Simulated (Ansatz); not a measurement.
# C4H6BF: a ladder of functionals and wavefunction methods

One table from this session's results is given with a row withheld; the runs are named, their logs left out.

The runs use Ansatz 0.2.0, Gaussian basis; functionals in def2-TZVPP, the program's frozen cores in correlated methods.

Plan: PBE-D4, r2SCAN-D4, PBE0-D4, B3LYP-D4, ωB97X-V, ωB97M-V, B2PLYP; CCSD(T)/def2-TZVPP; MP2/def2-QZVPP; extrapolation to the limit.

### Structure used throughout

An earlier PBE0-D4 in a triple-zeta def2 set relaxation fixed the geometry.

SMILES `B/C=C(\F)C=C`, 12 atoms, charge 0, spin multiplicity 1.

Atoms are counted from 1 here; the program's logs count them from 0.

Bond lengths: B1–C2 1.523 Å, B1–H7 1.196 Å, B1–H8 1.194 Å, C2–C3 1.348 Å, C2–H9 1.086 Å, C3–F4 1.331 Å, C3–C5 1.448 Å, C5–C6 1.332 Å, C5–H10 1.084 Å, C6–H11 1.083 Å, C6–H12 1.083 Å. Angles: C2–B1–H7 119.8°, C2–B1–H8 120.8°, H7–B1–H8 119.4°, B1–C2–C3 124.7°, B1–C2–H9 121.5°, C3–C2–H9 113.8°, C2–C3–F4 120.4°, C2–C3–C5 125.9°, F4–C3–C5 113.7°, C3–C5–C6 123.8°, C3–C5–H10 115.2°, C6–C5–H10 121.0°, C5–C6–H11 121.0°, C5–C6–H12 121.3°, H11–C6–H12 117.7°.

Set-up of the first run:

File in.yaml:

```yaml
crystal:
  periodic: [false, false, false]
  atoms:
    - {symbol: B, position_ang: [-2.540184, 0.070804, -0.116854]}
    - {symbol: C, position_ang: [-1.101306, 0.485056, -0.397404]}
    - {symbol: C, position_ang: [-0.013762, -0.135357, 0.101542]}
    - {symbol: F, position_ang: [-0.147615, -1.190351, 0.901735]}
    - {symbol: C, position_ang: [1.363564, 0.234754, -0.146526]}
    - {symbol: C, position_ang: [2.408539, -0.408928, 0.369915]}
    - {symbol: H, position_ang: [-3.442131, 0.685808, -0.606376]}
    - {symbol: H, position_ang: [-2.781473, -0.862906, 0.587670]}
    - {symbol: H, position_ang: [-0.868298, 1.332001, -1.036615]}
    - {symbol: H, position_ang: [1.500936, 1.091862, -0.796238]}
    - {symbol: H, position_ang: [3.421151, -0.092329, 0.153763]}
    - {symbol: H, position_ang: [2.277579, -1.265615, 1.019588]}
basis:
  gaussian: {orbitals: def2-TZVPP}
hamiltonian: {xc: pbe, dispersion: d4}
output: {forces: true, orbitals: {seedname: orbitals}}
```

The run is started by

```sh
ansatz run in.yaml --threads 4 --pin off --events-out ev --progress --plain --max-ram 10444MiB
```

Among the steps run: PBE-D4 (GGA); r2SCAN-D4 (meta-GGA); PBE0-D4 (hybrid); B3LYP-D4 (hybrid); ωB97X-V (range-separated); ωB97M-V (range-separated); B2PLYP (double hybrid); CCSD(T) in def2-TZVPP; MP2 in def2-QZVPP.

One of the session's tables, all rows but one given; the rest of the session is left out.

It belongs to the step «Atomisation energies». 

| method | atomisation energy (kJ/mol) |
| --- | --- |
| PBE-D4 | 5193.2 |
| r2SCAN-D4 | 5072.8 |
| PBE0-D4 | 5088.6 |
| B3LYP-D4 | 5052.0 |
| ωB97X-V | 5027.5 |
| ωB97M-V | 5046.3 |
| B2PLYP | 5000.4 |
| HF/def2-TZVPP | 3766.3 |
| MP2/def2-TZVPP | 5008.9 |
| CCSD/def2-TZVPP | 4815.0 |
| CCSD(T)/def2-TZVPP | 4897.3 |
| MP2/CBS | 5120.2 |
| CCSD(T)/CBS | ? |

Estimate the missing values for CCSD(T)/CBS.

The run gave: atomisation energy (kJ/mol): 5008.5. In the column «atomisation energy (kJ/mol)» it lies between B2PLYP (5000.4) and MP2/def2-TZVPP (5008.9).

Limits of these values: Free atoms (1 B, 4 C, 1 F, 6 H) were run apart at each level; the atomisation energy is their sum less the molecule, without zero-point or spin-orbit terms.
